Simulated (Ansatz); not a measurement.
# C2H8BClSi: basis-set convergence

An exercise on one series of results from a longer session: the logs are not shown, and one member is left open.

The runs use Ansatz 0.2.0, Gaussian basis; one geometry, several basis sets.

Levels to be run: PBE0-D4/def2-SVP; ωB97M-V/def2-SVP; PBE0-D4/def2-QZVPP; ωB97M-V/def2-QZVPP; the functionals' def2-TZVPP values are taken from earlier runs.

**Structure used throughout**

All runs share one geometry, relaxed beforehand with PBE0-D4 in a triple-zeta def2 set.

13 atoms, charge 0, spin multiplicity 1.

Atoms are counted from 1 here; the program's logs count them from 0.

Bond lengths: B1–C2 1.549 Å, B1–H6 1.199 Å, B1–H7 1.198 Å, C2–C3 1.530 Å, C2–H8 1.097 Å, C2–H9 1.109 Å, C3–Si4 1.864 Å, C3–H10 1.095 Å, C3–H11 1.097 Å, Si4–Cl5 2.065 Å, Si4–H12 1.485 Å, Si4–H13 1.484 Å. Angles: C2–B1–H6 121.3°, C2–B1–H7 119.9°, H6–B1–H7 118.8°, B1–C2–C3 118.4°, B1–C2–H8 111.4°, B1–C2–H9 101.1°, C3–C2–H8 111.7°, C3–C2–H9 109.8°, H8–C2–H9 102.7°, C2–C3–Si4 114.2°, C2–C3–H10 110.5°, C2–C3–H11 110.4°, Si4–C3–H10 108.4°, Si4–C3–H11 107.2°, H10–C3–H11 105.8°, C3–Si4–Cl5 109.0°, C3–Si4–H12 111.4°, C3–Si4–H13 112.2° and more.

Geometry (Å):

```xyz
13
C2H8BClSi
B    -0.51106    1.94538    1.07923
C    -0.61738    0.61093    0.29976
C     0.61367   -0.29593    0.23925
Si    0.45166   -1.72877   -0.94170
Cl    0.10228   -0.99874   -2.84154
H     0.55412    2.41019    1.37476
H    -1.50303    2.56365    1.34170
H    -1.51859    0.05282    0.58151
H    -0.86401    0.97632   -0.71771
H     1.50148    0.28201   -0.03844
H     0.82848   -0.71458    1.23023
H    -0.70503   -2.59093   -0.59089
H     1.68793   -2.54726   -1.00134
```

The first run:

Contents of in.yaml:

```yaml
crystal:
  periodic: [false, false, false]
  atoms:
    - {symbol: B, position_ang: [-0.511062, 1.945379, 1.079232]}
    - {symbol: C, position_ang: [-0.617385, 0.610933, 0.299756]}
    - {symbol: C, position_ang: [0.613670, -0.295930, 0.239249]}
    - {symbol: Si, position_ang: [0.451662, -1.728765, -0.941696]}
    - {symbol: Cl, position_ang: [0.102280, -0.998740, -2.841539]}
    - {symbol: H, position_ang: [0.554118, 2.410194, 1.374759]}
    - {symbol: H, position_ang: [-1.503032, 2.563649, 1.341695]}
    - {symbol: H, position_ang: [-1.518594, 0.052818, 0.581508]}
    - {symbol: H, position_ang: [-0.864011, 0.976322, -0.717713]}
    - {symbol: H, position_ang: [1.501481, 0.282012, -0.038444]}
    - {symbol: H, position_ang: [0.828476, -0.714578, 1.230228]}
    - {symbol: H, position_ang: [-0.705029, -2.590929, -0.590894]}
    - {symbol: H, position_ang: [1.687928, -2.547265, -1.001342]}
basis:
  gaussian: {orbitals: def2-SVP}
hamiltonian: {xc: pbe0, dispersion: d4}
output: {orbitals: {seedname: orbitals}}
```

Launch:

```bash
ansatz run in.yaml --threads 4 --pin off --events-out ev --progress --plain --max-ram 10444MiB
```

Steps of the session up to this table: PBE0-D4 in def2-SVP; ωB97M-V in def2-SVP; PBE0-D4 in def2-QZVPP; ωB97M-V in def2-QZVPP.

One table of the session follows, with a row left open; its other results are not shown here.

| functional | basis | HOMO (eV) |
| --- | --- | --- |
| PBE0-D4 | def2-SVP | -8.23 |
| PBE0-D4 | def2-TZVPP | -8.27 |
| PBE0-D4 | def2-QZVPP | -8.29 |
| ωB97M-V | def2-SVP | -10.42 |
| ωB97M-V | def2-TZVPP | -10.49 |
| ωB97M-V | def2-QZVPP | ? |

**Question.** Estimate the row for ωB97M-V, def2-QZVPP.

The run gave: HOMO (eV): -10.51. In the column «HOMO (eV)» it is the lowest.
